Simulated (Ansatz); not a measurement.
**revPBE/def2-SVP run of Si2H4OF2 (SMILES O[SiH](F)[SiH2]F)**

What is the vertical ionisation energy of Si2H4OF2 at revPBE/def2-SVP? 

The calculation is run with Ansatz 0.2.0.

69 further runs of the same task are left out: 69 set aside as unsound or not needed.

## (1) Starting point

The species is Si2H4OF2 (9 atoms), meant as a singlet with charge 0. SMILES: `O[SiH](F)[SiH2]F`. Geometry: relaxed at PBE0-D4/def2-TZVP. This is one conformer, not always the lowest.

Bond lengths: O1–Si2 1.634 Å, Si2–F3 1.601 Å, Si2–Si4 2.358 Å, Si4–F5 1.612 Å, O1–H6 0.959 Å, Si2–H7 1.480 Å, Si4–H8 1.485 Å, Si4–H9 1.487 Å. Some angles: O1–Si2–F3 110.8°, O1–Si2–Si4 109.5°, F3–Si2–Si4 107.8°, Si2–Si4–F5 106.0°, O1–Si2–H7 106.2°, F3–Si2–H7 107.1°, Si4–Si2–H7 115.4°, Si2–O1–H6 118.4°, Si2–Si4–H8 114.0°, Si2–Si4–H9 111.6°.

## (2) The energy at revPBE/def2-SVP

molecule.yaml

```yaml
crystal:
  periodic: [false, false, false]
  atoms:
    - {symbol: O, position_ang: [0.844300, 1.766700, -0.485000]}
    - {symbol: Si, position_ang: [0.969400, 0.137800, -0.453100]}
    - {symbol: F, position_ang: [0.986700, -0.459700, -1.938500]}
    - {symbol: Si, position_ang: [-0.894000, -0.772400, 0.668300]}
    - {symbol: F, position_ang: [-2.133900, 0.202600, 0.333800]}
    - {symbol: H, position_ang: [-0.014200, 2.154900, -0.665100]}
    - {symbol: H, position_ang: [2.284600, -0.163900, 0.153800]}
    - {symbol: H, position_ang: [-1.253000, -2.143900, 0.226600]}
    - {symbol: H, position_ang: [-0.701500, -0.768300, 2.142300]}
basis:
  gaussian: {orbitals: def2-SVP}
hamiltonian: {xc: {name: revPBE}}
accuracy: high
output: {orbitals: {seedname: orbitals}}
```

Command:

```bash
$ ansatz run molecule.yaml --threads 1 --pin off --max-ram 3480MiB --events-out events.jsonl --progress --plain --runs-dir runs
```

The log of the run:

```text
Warning: RAYON_NUM_THREADS=1 ignored (pool sized by the plan → 1); use --threads N
Functional definition: revPBE
  name "revPBE"
  parameter kappa = 1.245
  parameter beta = 0.06672455060314922
  exchange = pbe_x(kappa = kappa, mu = beta*pi^2/3)
  correlation = pbe_c(beta = beta)
2049 factors; integrals over basis functions are off by at most 5.5e-9 eV
mean field evaluation 1: about -23281.0039 eV, gradient 6.5e1 eV
mean field evaluation 2: about -23242.3030 eV, gradient 1.5e2 eV
mean field evaluation 4: about -23287.7674 eV, gradient 1.4e1 eV
mean field evaluation 8: about -23288.0584 eV, gradient 4.4e-1 eV
mean field evaluation 16: about -23288.0589 eV, gradient 1.6e-5 eV
mean field -23288.05887856 eV, -855.8203785737 hartree, gradient 8.2e-8 eV, S^2 0.000000; 0 other end points of the search recorded, 0 dependent functions left out
reference -23288.05888294 eV, -855.8203787346 hartree; 29, 29 occupied and 69, 69 virtual orbitals, 2049 factors
Total energy: -23288.05888294 eV, -855.8203787346 hartree
```

Wall time 7.2 s (1 thread of Arm Neoverse V1, shared host); peak memory 0.25 GiB.

## (3) The doublet cation, same level

job.yaml

```yaml
crystal:
  periodic: [false, false, false]
  atoms:
    - {symbol: O, position_ang: [0.844300, 1.766700, -0.485000]}
    - {symbol: Si, position_ang: [0.969400, 0.137800, -0.453100]}
    - {symbol: F, position_ang: [0.986700, -0.459700, -1.938500]}
    - {symbol: Si, position_ang: [-0.894000, -0.772400, 0.668300]}
    - {symbol: F, position_ang: [-2.133900, 0.202600, 0.333800]}
    - {symbol: H, position_ang: [-0.014200, 2.154900, -0.665100]}
    - {symbol: H, position_ang: [2.284600, -0.163900, 0.153800]}
    - {symbol: H, position_ang: [-1.253000, -2.143900, 0.226600]}
    - {symbol: H, position_ang: [-0.701500, -0.768300, 2.142300]}
basis:
  gaussian: {orbitals: def2-SVP}
total_charge: 1
magnetization: {spin_polarized: true, initial_magnetization: 1}
hamiltonian: {xc: {name: revPBE}}
accuracy: high
output: {orbitals: {seedname: orbitals}}
```

Command:

```bash
$ ansatz run job.yaml --threads 1 --pin off --max-ram 3480MiB --events-out events.jsonl --progress --plain --runs-dir runs
```

The log of the run, cut to the lines that bear on the results:

```text
Warning: RAYON_NUM_THREADS=1 ignored (pool sized by the plan → 1); use --threads N
[... 6 set-up lines as earlier in the session ...]
2049 factors; integrals over basis functions are off by at most 5.5e-9 eV
mean field evaluation 1: about -23260.9221 eV, gradient 7.2e1 eV
mean field evaluation 2: about -23084.3083 eV, gradient 2.0e2 eV
mean field evaluation 4: about -23266.4330 eV, gradient 4.7e1 eV
mean field evaluation 8: about -23278.2426 eV, gradient 5.6e-1 eV
mean field evaluation 16: about -23278.2388 eV, gradient 1.0e-3 eV
mean field evaluation 32: about -23275.4031 eV, gradient 1.5e1 eV
mean field -23278.23875982 eV, -855.4594958663 hartree, gradient 5.3e-8 eV, S^2 0.751730; 3 other end points of the search recorded, 0 dependent functions left out
reference -23278.23876432 eV, -855.4594960319 hartree; 29, 28 occupied and 69, 70 virtual orbitals, 2049 factors
Total energy: -23278.23876432 eV, -855.4594960319 hartree
```

Run time: 16 s. Hardware: 1 thread of Arm Neoverse V1, shared host; peak memory 0.32 GiB.

## (4) Results

At revPBE/def2-SVP:

```
                                          quantity          value
                    singlet Si2H4OF2: total energy  -855.82038 Eh
                     singlet Si2H4OF2: HOMO energy       -6.73 eV
                     singlet Si2H4OF2: LUMO energy       -1.45 eV
                   singlet Si2H4OF2: HOMO–LUMO gap        5.28 eV
                      doublet cation: total energy  -855.45950 Eh
doublet cation: HOMO energy (highest over α and β)      -13.68 eV
 doublet cation: LUMO energy (lowest over α and β)      -12.88 eV
                              doublet cation: ⟨S²⟩          0.752
vertical ionisation energy (to the doublet cation)       9.820 eV
```

What this shows: The vertical ionisation energy comes to 9.82 eV (947 kJ/mol). The negative HOMO energy of the first species, 6.73 eV, lies 3.09 eV below that difference.
